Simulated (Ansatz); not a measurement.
# AlAsH4N: the cost of one run

Method: RKS PBE-D4/def2-TZVP, in Ansatz 0.2.0.

## (1) The starting structure

Bond lengths: N1–Al2 1.702 Å, Al2–As3 2.488 Å, N1–H4 1.018 Å, Al2–H5 1.652 Å, As3–H6 1.532 Å, As3–H7 1.532 Å. Angles: N1–Al2–As3 116.1°, N1–Al2–H5 138.4°, As3–Al2–H5 105.5°, Al2–N1–H4 125.3°, Al2–As3–H6 93.0°, Al2–As3–H7 92.8°, H6–As3–H7 87.8°.

As a file:

```xyz
7

N    -1.9386   -0.6200   -0.6760
Al   -0.4523    0.1813   -0.4642
As    1.0151   -0.6948    1.3442
H    -2.6419   -0.3810   -1.3724
H     0.3758    1.4448   -1.1331
H     1.3770    0.7086    1.8410
H     2.2648   -0.6389    0.4604
```

## (2) Relaxing end A

input.yaml reads:

```yaml
crystal:
  periodic: [false, false, false]
  atoms:
    - { symbol: "N", position_ang: [-1.93857, -0.61999, -0.676] }
    - { symbol: Al, position_ang: [-0.45229, 0.18126, -0.46417] }
    - { symbol: As, position_ang: [1.01515, -0.69477, 1.34416] }
    - { symbol: H, position_ang: [-2.64189, -0.38105, -1.37238] }
    - { symbol: H, position_ang: [0.3758, 1.44484, -1.13307] }
    - { symbol: H, position_ang: [1.37703, 0.70863, 1.84103] }
    - { symbol: H, position_ang: [2.26477, -0.63892, 0.46043] }
total_charge: -1
basis:
  gaussian: { orbitals: def2-TZVP }
hamiltonian:
  xc: pbe
  dispersion: d4
relax:
  f_tol: 0.015
  max_steps: 40
```

On the command line:

```console
$ ansatz run input.yaml --threads 2 --pin off --max-ram 3072MiB --backend cpu --events-out ev --progress --plain --runs-dir out
```

Q: Estimate wall time and peak memory on 2 threads of Intel Xeon 6975P-C (Granite Rapids), shared host.

About 11 s, with a peak of 0.18 GiB.
